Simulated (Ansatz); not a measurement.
# TiOF2: taking an electron away

Aim: the vertical ionisation energy of TiOF2, as cation minus neutral at the neutral's geometry, on several levels, and how well −ε(HOMO) stands in for it.

Program: Ansatz 0.2.0, Gaussian basis. Level of theory: unrestricted cation, the program's frozen cores in correlated methods. These are calculated values, not measurements.

The runs, in order: UKS PBE-D4/def2-TZVPP; UKS r2SCAN-D4/def2-TZVPP; UKS PBE0-D4/def2-TZVPP; UKS B3LYP-D4/def2-TZVPP; UKS wB97X-V/def2-TZVPP; UKS wB97M-V/def2-TZVPP; UKS B2PLYP/def2-TZVPP; UHF-CCSD(T)/def2-TZVPP; UHF-MP2/def2-QZVPP; extrapolation to the limit; then −ε(HOMO) from the neutral's earlier runs with LDA (SPW92), PBE-D4, revPBE-D4, BLYP-D4, r2SCAN-D4, B97M-V, PBE0-D4, B3LYP-D4, r2SCANh-D4, r2SCAN0-D4, HSE06-D4, BHLYP-D4, CAM-B3LYP-D4, LC-ωPBE, ωB97X-V, ωB97M-V.

## 1. The relaxed structure

The geometry comes from an earlier relaxation with PBE0-D4/def2-TZVP; it is a stationary point.

SMILES `[O]=[Ti]([F])[F]`, 4 atoms, charge 0, spin multiplicity 1.

Atoms are counted from 1 here; the program's logs count them from 0.

Bond lengths: O1–Ti2 1.592 Å, Ti2–F3 1.788 Å, Ti2–F4 1.788 Å. Angles: O1–Ti2–F3 115.8°, O1–Ti2–F4 115.8°, F3–Ti2–F4 127.5°.

## 2. Cation, UKS PBE-D4/def2-TZVPP

Input file in.yaml:

```yaml
crystal:
  periodic: [false, false, false]
  atoms:
    - {symbol: O, position_ang: [0.045723, 0.470877, 1.512440]}
    - {symbol: Ti, position_ang: [-0.057734, -0.034398, 0.006513]}
    - {symbol: F, position_ang: [0.835050, -1.536346, -0.374152]}
    - {symbol: F, position_ang: [-0.823039, 1.099877, -1.144801]}
basis:
  gaussian: {orbitals: def2-TZVPP}
total_charge: 1
magnetization: {spin_polarized: true, initial_magnetization: 1}
hamiltonian: {xc: pbe, dispersion: d4}
```

The run is started by

```sh
ansatz run in.yaml --threads 4 --pin off --events-out ev --progress --plain --max-ram 10444MiB
```

After this run come: Cation, UKS r2SCAN-D4/def2-TZVPP; Cation, UKS PBE0-D4/def2-TZVPP; Cation, UKS B3LYP-D4/def2-TZVPP; Cation, UKS wB97X-V/def2-TZVPP; Cation, UKS wB97M-V/def2-TZVPP; Cation, UKS B2PLYP (frozen core)/def2-TZVPP; Cation, UHF-CCSD(T)/def2-TZVPP; Cation, UHF-MP2/def2-QZVPP.

Q: Predict the results of all the runs planned. Wanted: ionisation energy, CCSD(T)/CBS; nearest functional by difference; nearest −ε(HOMO); −ε(HOMO) of PBE; T1 of the cation.

**Answer**, as computed:

| quantity | value |
| --- | --- |
| ionisation energy, CCSD(T)/CBS | 12.78 eV |
| nearest functional by difference | B2PLYP (-0.15 eV) |
| nearest −ε(HOMO) | LC-ωPBE (-0.07 eV) |
| −ε(HOMO) of PBE | 8.10 eV |
| T1 of the cation | 0.034 |

**Reading.** By cation minus neutral, the functionals miss by 0.77 eV at most. −ε(HOMO) of PBE misses by 4.7 eV, since self-interaction lifts the level. Among orbital estimates LC-ωPBE comes nearest. Hartree-Fock falls 2.00 eV short, as the neutral has more correlation energy than the cation. The cation's T1 (from the report) is 0.034, near the customary mark of 0.045 for open shells, so the coupled-cluster value is less safe. The cation may have settled in a state other than its lowest; no search over hole states beyond the program's own was made. Correlated methods include outer-core shells of Ti, which these sets cover unevenly.
